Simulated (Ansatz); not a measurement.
# Ta4O: the cost of one run

Computed with Ansatz 0.2.0 (DFT PBEsol, scalar-relativistic, plane waves, PAW, unless a step's input says otherwise).

### 1 The starting structure

The structure is tetragonal, space group P4/mmm (No. 123). Conventional cell: a = 3.211 Å, b = 3.211 Å, c = 7.342 Å, α = 90.00°, β = 90.00°, γ = 90.00°. Ta (site symmetry 4/mmm) has 4 O at 2.27 Å in its first shell of neighbours. Ta (site symmetry 4mm) has 1 O at 2.08 Å in its first shell of neighbours. Around Ta (site symmetry 4/mmm) lie 8 Ta at 2.77 Å. O (site symmetry 4/mmm) has 6 Ta at 2.08 to 2.27 Å in its first shell of neighbours.

Structure file:

```cif
data_structure
_symmetry_space_group_name_H-M 'P 1'
_symmetry_Int_Tables_number 1
_cell_length_a 3.2109
_cell_length_b 3.2109
_cell_length_c 7.3420
_cell_angle_alpha 90.000
_cell_angle_beta 90.000
_cell_angle_gamma 90.000
_cell_volume 75.70
loop_
_atom_site_label
_atom_site_type_symbol
_atom_site_fract_x
_atom_site_fract_y
_atom_site_fract_z
_atom_site_occupancy
Ta1 Ta 0.00000 0.00000 0.50000 1
Ta2 Ta 0.50000 0.50000 0.78278 1
Ta3 Ta 0.50000 0.50000 0.21722 1
Ta4 Ta 0.00000 0.00000 0.00000 1
O1 O 0.50000 0.50000 0.50000 1
```

It goes back to an entry of the Materials Project, which need not be the stable form.

This cell was relaxed beforehand with the same method: volume 15.14 Å³/atom, gap on the mesh none (metal).

### 2 Zero of the scan

The input, input.yaml:

```yaml
crystal:
  lattice:
    - [3.2109380109, 0.0, 0.0]
    - [0.0, 3.2109380109, 0.0]
    - [0.0, 0.0, 7.3419833767]
  atoms:
    - { symbol: Ta, position: [0.0, 0.0, 0.5] }
    - { symbol: Ta, position: [0.5, 0.5, 0.7827832025] }
    - { symbol: Ta, position: [0.5, 0.5, 0.2172167975] }
    - { symbol: Ta, position: [0.0, 0.0, 0.0] }
    - { symbol: O, position: [0.5, 0.5, 0.5] }
basis:
  ecutwfc: 420
kpoints:
  mp_grid: { grid: [14, 14, 8] }
hamiltonian:
  xc: pbesol
scf:
  occupations: { method: gaussian, width: 0.15 }
output:
  forces: true
  stress: true
  eigenvalues: true
  write_density: true
  write_potential: true
  elf: true
  volumetric_format: npy
```

Started as:

```bash
ansatz run input.yaml --threads 1 --pin off --max-ram 2560MiB --backend cpu --events-out ev --progress --plain --runs-dir out
```

**Question.** How long does this run take on 1 thread of Intel Xeon 6975P-C (Granite Rapids), shared host, and how much memory does it need?

About 18 s, with a peak of 0.61 GiB.
